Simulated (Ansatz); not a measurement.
GeH5ISSi, SMILES [GeH3][S][SiH2]I, a single point in a Gaussian basis

Computed with the Python package of Ansatz (0.2.0).

The script, `energy_geh5issi.py`:
```python
'''Single point of GeH5ISSi in a Gaussian basis.'''

from pathlib import Path

import ansatz as az
from ase import Atoms
import numpy as np
import pandas as pd


def main() -> None:
    atoms = Atoms(['Ge', 'S', 'Si', 'I', 'H', 'H', 'H', 'H', 'H'], positions=[
        (0.2154, 1.606, -0.1117),
        (1.0613, 0.0154, 1.0848),
        (-0.1743, -1.4735, 0.1103),
        (0.4663, -3.6763, 1.0625),
        (0.8069, 2.9963, 0.266),
        (0.4323, 1.405, -1.6295),
        (-1.3345, 1.7077, 0.1352),
        (-1.5261, -1.1633, 0.343),
        (0.1412, -1.4636, -1.2777),
    ])
    mol = az.Crystal.molecule_from_ase(atoms)

    job = mol.calculation().basis(gaussian='def2-SVP').correlation('MP2').forces().orbitals()
    out = job.run(runs_dir='out')
    rep = out.report

    print(f'E = {rep["free_energy_ev"]:.6f} eV = {rep["free_energy_ev"] / 27.211386246:.7f} Ha')
    print('converged:', rep['converged'], ' doubts:', rep['published_state_doubts'] or 'none')

    print('correlation energy', round(rep['free_energy_ev'] - rep['reference_energy_ev'], 5), 'eV')
    cluster = rep['correlation'].get('coupled_cluster')
    if cluster:
        print('cycles', cluster['cycles'], ' T1 diagnostic', round(cluster['t1_diagnostic'], 4), ' largest double', round(cluster['largest_double'], 4))

    field = rep['mean_field']
    print('<S^2> =', round(abs(field['state']['spin_squared']), 4), ' relativity:', field['relativity'])
    print('passes:', field['passes'])
    if 'symmetry' in field:
        print('occupied orbitals by irrep:', field['symmetry']['occupied'])

    symbols = [site.symbol for site in mol.cartesian_sites]
    print('forces (eV/A)')
    for symbol, f in zip(symbols, rep['forces_ev_ang']):
        print(f'  {symbol:2s} {f[0]:9.4f} {f[1]:9.4f} {f[2]:9.4f}')

    charges = rep['charge_distribution']
    table = pd.DataFrame({'atom': symbols, 'mulliken': charges['mulliken_charges_e'], 'lowdin': charges['lowdin_charges_e']})
    print(table.round(3).to_string())
    print('dipole (e A):', np.round(charges['dipole_moment_e_ang'], 4) + 0.0)

    lines = Path(rep['orbitals_path']).read_text().splitlines()
    field_of = lambda key: [line.split('=')[1].strip() for line in lines if line.startswith(key)]
    orbitals = [(27.211386 * float(e), s, float(n)) for e, s, n in zip(field_of('Ene='), field_of('Spin='), field_of('Occup='))]
    homo = max(e for e, _, n in orbitals if n > 0.5)
    lumo = min(e for e, _, n in orbitals if n < 0.5)
    for e, spin, n in sorted(orbitals):
        if homo - 6 < e < lumo + 5:
            print(f'{spin:6s} {e:10.3f} eV  occupation {n:.0f}')


if __name__ == '__main__':
    main()
```

Running `python energy_geh5issi.py` prints:
```text
E = -83309.439382 eV = -3061.5654281 Ha
converged: True  doubts: none
correlation energy -15.81867 eV
<S^2> = 0.0  relativity: none
passes: {'evaluations': 12, 'products': 37}
occupied orbitals by irrep: [{'A': 46}, {'A': 46}]
forces (eV/A)
  Ge   -1.0200    1.8124   -0.7103
  S     0.2044   -0.9133    0.3413
  Si    1.8865   -0.4191    1.2911
  I    -0.2375    0.4186   -0.2051
  H    -0.0475   -0.6344    0.0034
  H     0.0058   -0.0985    0.3287
  H     0.6670   -0.1379   -0.1253
  H    -1.5892    0.1164    0.2536
  H     0.1306   -0.1442   -1.1775
  atom  mulliken  lowdin
0   Ge     0.399   0.026
1    S    -0.368   0.158
2   Si     0.548   0.149
3    I    -0.200   0.025
4    H    -0.066  -0.054
5    H    -0.082  -0.063
6    H    -0.083  -0.061
7    H    -0.074  -0.090
8    H    -0.073  -0.089
dipole (e A): [-0.1823  0.1995 -0.227 ]
Alpha     -15.136 eV  occupation 2
Alpha     -13.874 eV  occupation 2
Alpha     -13.600 eV  occupation 2
Alpha     -13.314 eV  occupation 2
Alpha     -12.103 eV  occupation 2
Alpha     -11.960 eV  occupation 2
Alpha     -10.516 eV  occupation 2
Alpha     -10.324 eV  occupation 2
Alpha     -10.283 eV  occupation 2
Alpha       2.159 eV  occupation 0
Alpha       3.223 eV  occupation 0
Alpha       4.135 eV  occupation 0
Alpha       4.459 eV  occupation 0
Alpha       4.619 eV  occupation 0
Alpha       5.188 eV  occupation 0
Alpha       5.443 eV  occupation 0
Alpha       6.015 eV  occupation 0
```

Reading the output:
- Total energies depend on the basis set; only differences at equal settings carry meaning.
- The geometry is a force-field or estimated start, not a minimum of this method, and the basis set is short of its limit.
- def2 sets replace the cores of elements past krypton by effective core potentials.
- The Löwdin charges here are taken after orthogonalising the functions within each atom; they differ from plain Löwdin charges, and their signs can be unphysical.
- Alpha marks a spatial orbital of a restricted run, filled by both spins.
- Levels such as HOMO and LUMO are orbital energies: in Hartree-Fock the gap is too wide and the LUMO hangs on the basis.
- Inner cores stay frozen; a filled d shell under the valence of the heavier atoms is correlated with it.
- S² is that of the Hartree-Fock reference.
- Timing: 11 s on 1 thread of Intel(R) Xeon(R) Platinum 8375C CPU @ 2.90GHz (Ice Lake), with other jobs on the host, peak memory 0.45 GiB.

(Lines on the test bed's own set-up are left out of the output.)
